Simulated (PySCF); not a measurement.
# C5H11NO: magnetic properties

Wanted: magnetic properties for C5H11NO (`CC(C)N(C)C=O`).

Programs: PySCF 2.14.0, with routines of our own; each step states its level. All values are computed. Atoms count from 0.

## 1. The system as given

18 atoms, charge 0, multiplicity 1; geometry from: GFN2-xTB.

## 2. Magnetic properties: GIAO B97-2/pcSseg-1

What the job is given:

```
{"job": {"kind": "mag", "xc": "B97-2", "basis": "pcSseg-1", "isotopologues": 2}, "charge": 0, "multiplicity": 1}
C      1.248250     1.263906     0.020747
C      0.422156     0.126928     0.618142
C      1.189770    -1.194228     0.585524
N     -0.875778     0.004874    -0.035733
C     -0.926547    -0.222475    -1.456889
C     -1.992058     0.114230     0.702984
O     -2.035983     0.312514     1.894315
H      1.579453     1.024421    -0.987212
H      0.666289     2.181937    -0.005664
H      2.128367     1.433011     0.635087
H      0.182564     0.369012     1.659542
H      2.064962    -1.120370     1.225275
H      0.562174    -2.002864     0.952306
H      1.524521    -1.432846    -0.421817
H     -0.541505     0.640495    -2.005019
H     -1.958315    -0.391030    -1.760429
H     -0.338726    -1.101378    -1.725338
H     -2.908352     0.000179     0.092521
```

Level: GIAO B97-2/pcSseg-1 magnetisability, rotational g tensor and spin-rotation constants, non-relativistic, gas phase.

On the command line:

```sh
OMP_NUM_THREADS=1 python excited_run.py task.json out
```

This one command runs all jobs of the session in turn.

The program printed:

```text
coarse grid: 14400 points
cycle   1  E = -326.7834186700  dE =  8.745e-01  |g| = 8.766e-01  |ddm| = 3.549e+00
cycle   2  E = -326.1453069133  dE =  6.381e-01  |g| = 1.955e+00  |ddm| = 2.541e+00
cycle   3  E = -326.9303255700  dE = -7.850e-01  |g| = 2.226e-01  |ddm| = 2.047e+00
cycle   4  E = -326.9401875616  dE = -9.862e-03  |g| = 1.010e-01  |ddm| = 2.531e-01
cycle   5  E = -326.9423057406  dE = -2.118e-03  |g| = 2.989e-02  |ddm| = 8.681e-02
cycle   6  E = -326.9424857559  dE = -1.800e-04  |g| = 7.018e-03  |ddm| = 2.184e-02
cycle   7  E = -326.9424955070  dE = -9.751e-06  |g| = 1.578e-03  |ddm| = 5.038e-03
final grid: 137336 points
cycle   8  E = -326.9878478426  dE = -7.879e-05  |g| = 5.874e-03  |ddm| = 3.416e-02
cycle   9  E = -326.9878354908  dE =  1.235e-05  |g| = 9.944e-03  |ddm| = 1.210e-02
cycle  10  E = -326.9878540174  dE = -1.853e-05  |g| = 1.811e-03  |ddm| = 8.275e-03
cycle  11  E = -326.9878546696  dE = -6.522e-07  |g| = 3.181e-04  |ddm| = 1.440e-03
cycle  12  E = -326.9878546877  dE = -1.806e-08  |g| = 1.141e-04  |ddm| = 2.674e-04
cycle  13  E = -326.9878546903  dE = -2.575e-09  |g| = 3.015e-05  |ddm| = 8.502e-05
cycle  14  E = -326.9878546905  dE = -2.028e-10  |g| = 5.329e-06  |ddm| = 2.934e-05
converged SCF energy = -326.9878546905

Magnetisability tensor (1e-30 J/T^2)
    -1088.13        2.42        5.87
        2.42    -1283.11       40.02
        5.87       40.02    -1087.93
isotropic -1153.06   principal values   -1291.01  -1091.51  -1076.66
isotropic susceptibility -69.439 1e-6 cm^3/mol

Inertial axes            a          b          c
rot. const./GHz      3.3747     2.0456     1.7654
chi total           -65.707    -65.027    -77.582
chi diamagnetic    -479.571   -701.551   -795.850
chi paramagnetic    413.864    636.523    718.268
quadrupole/D A       -5.153      3.368      1.784
g nuclear            0.6380     0.5952     0.5927
g electronic        -0.6562    -0.6117    -0.5957
g total             -0.0181    -0.0165    -0.0030

Spin-rotation constants (kHz, H = +C I.J)
atom  isotope        aa         bb         cc
  3    14N        0.174      0.307      0.113
  7     1H       -0.203     -0.056     -0.196
  8     1H       -0.243     -0.232     -0.028
  9     1H       -0.222     -0.051     -0.194
 10     1H       -0.199      0.056     -0.169
 11     1H       -0.232     -0.042     -0.197
 12     1H       -0.199     -0.234     -0.051
 13     1H       -0.204     -0.057     -0.192
 14     1H       -0.241     -0.189     -0.021
 15     1H       -0.048     -0.094     -0.209
 16     1H       -0.158     -0.214     -0.043
 17     1H       -0.014      0.026     -0.156
  0    13C*       0.505      0.344      0.220
  1    13C*       0.664      0.367      0.288
  4    13C*       0.579      0.282      0.293
  5    13C*       1.543      0.715      0.461
  6    17O*      -1.798     -1.111     -0.098
* in the singly substituted isotopologue

Isotopologues: g along a, b, c
2H    at 7,8,9,10,11,12    -0.0156    -0.0135    -0.0030
13C   at 0                 -0.0180    -0.0162    -0.0030
```

Wall time 24 s (1 thread of Arm Neoverse V2, shared host); peak memory 0.79 GiB.

Key values:

```csv
quantity,value
magnetisability,-1153·10⁻³⁰ J/T²
molar susceptibility,-69.4·10⁻⁶ cm³/mol
"rotational g (a, b, c)","-0.0181, -0.0165, -0.0030"
```

## 3. Magnetic properties: GIAO OLYP/pcSseg-0, grid 4

Settings changed since step 2:

```diff
@@ -1,2 +1,2 @@
-{"job": {"kind": "mag", "xc": "B97-2", "basis": "pcSseg-1", "isotopologues": 2}, "charge": 0, "multiplicity": 1}
+{"job": {"kind": "mag", "xc": "OLYP", "basis": "pcSseg-0", "grid": 4, "scf": {"aux": "def2-universal-jkfit"}}, "charge": 0, "multiplicity": 1}
 C      1.248250     1.263906     0.020747
```

With the program's defaults for keys left out, this is: GIAO OLYP/pcSseg-0 magnetisability, rotational g tensor and spin-rotation constants, non-relativistic, gas phase.

The program printed:

```text
final grid: 371968 points
cycle   1  E = -326.0705457663  dE =  6.770e-01  |g| = 9.037e-01  |ddm| = 4.063e+00
cycle   2  E = -324.4885527697  dE =  1.582e+00  |g| = 2.699e+00  |ddm| = 5.555e+00
cycle   3  E = -326.2157892349  dE = -1.727e+00  |g| = 3.579e-01  |ddm| = 4.965e+00
cycle   4  E = -326.2407672154  dE = -2.498e-02  |g| = 1.955e-01  |ddm| = 6.664e-01
cycle   5  E = -326.2491862017  dE = -8.419e-03  |g| = 6.207e-02  |ddm| = 2.523e-01
cycle   6  E = -326.2500083444  dE = -8.221e-04  |g| = 1.431e-02  |ddm| = 6.178e-02
cycle   7  E = -326.2500576082  dE = -4.926e-05  |g| = 3.193e-03  |ddm| = 1.806e-02
cycle   8  E = -326.2500600918  dE = -2.484e-06  |g| = 7.577e-04  |ddm| = 5.461e-03
cycle   9  E = -326.2500602118  dE = -1.200e-07  |g| = 1.692e-04  |ddm| = 8.507e-04
cycle  10  E = -326.2500602173  dE = -5.531e-09  |g| = 7.751e-05  |ddm| = 2.768e-04
cycle  11  E = -326.2500602189  dE = -1.592e-09  |g| = 9.635e-06  |ddm| = 1.299e-04
cycle  12  E = -326.2500602190  dE = -3.001e-11  |g| = 1.323e-06  |ddm| = 1.708e-05
converged SCF energy = -326.2500602190

Magnetisability tensor (1e-30 J/T^2)
    -1124.82        2.05        4.49
        2.05    -1329.60       41.36
        4.49       41.36    -1120.10
isotropic -1191.51   principal values   -1337.48  -1126.43  -1110.62
isotropic susceptibility -71.754 1e-6 cm^3/mol

Inertial axes            a          b          c
rot. const./GHz      3.3747     2.0456     1.7654
chi total           -67.838    -67.035    -80.390
chi diamagnetic    -480.581   -702.105   -796.440
chi paramagnetic    412.743    635.070    716.050
quadrupole/D A       -4.657      3.090      1.567
g nuclear            0.6380     0.5952     0.5927
g electronic        -0.6544    -0.6103    -0.5939
g total             -0.0164    -0.0151    -0.0012

Spin-rotation constants (kHz, H = +C I.J)
atom  isotope        aa         bb         cc
  3    14N        0.177      0.291      0.101
  7     1H       -0.241     -0.069     -0.213
  8     1H       -0.276     -0.254     -0.043
  9     1H       -0.257     -0.067     -0.216
 10     1H       -0.232      0.025     -0.187
 11     1H       -0.267     -0.059     -0.219
 12     1H       -0.229     -0.255     -0.068
 13     1H       -0.241     -0.069     -0.211
 14     1H       -0.273     -0.215     -0.031
 15     1H       -0.075     -0.122     -0.227
 16     1H       -0.190     -0.241     -0.053
 17     1H       -0.047      0.016     -0.178
  0    13C*       0.490      0.336      0.213
  1    13C*       0.642      0.353      0.273
  4    13C*       0.570      0.269      0.293
  5    13C*       1.530      0.681      0.448
  6    17O*      -1.858     -1.204     -0.097
* in the singly substituted isotopologue
```

Wall time 25 s (1 thread of Arm Neoverse V2, shared host); peak memory 0.55 GiB.

Key values:

| quantity | value |
| --- | --- |
| magnetisability | -1192·10⁻³⁰ J/T² |
| molar susceptibility | -71.8·10⁻⁶ cm³/mol |
| rotational g (a, b, c) | -0.0164, -0.0151, -0.0012 |

## 4. The levels compared

```
                     level  ξ (10⁻³⁰ J/T²)     g(a)     g(b)  gap (eV)  functions  time
       GIAO B97-2/pcSseg-1           -1153  -0.0181  -0.0165      7.66        174  24 s
GIAO OLYP/pcSseg-0, grid 4           -1192  -0.0164  -0.0151      5.62         85  25 s
```

## 5. Results

```
                                            quantity                      value
       magnetisability (step 2, GIAO B97-2/pcSseg-1)           -1153·10⁻³⁰ J/T²
  molar susceptibility (step 2, GIAO B97-2/pcSseg-1)         -69.4·10⁻⁶ cm³/mol
rotational g (a, b, c) (step 2, GIAO B97-2/pcSseg-1)  -0.0181, -0.0165, -0.0030
                     magnetisability over the levels  -1192 to -1153·10⁻³⁰ J/T²
```

The magnetisability spreads by 3.3 % over 2 levels of like cost. Two levels can agree by chance, so this spread shows no convergence. Vibrational averaging and real surroundings are missing from these values.
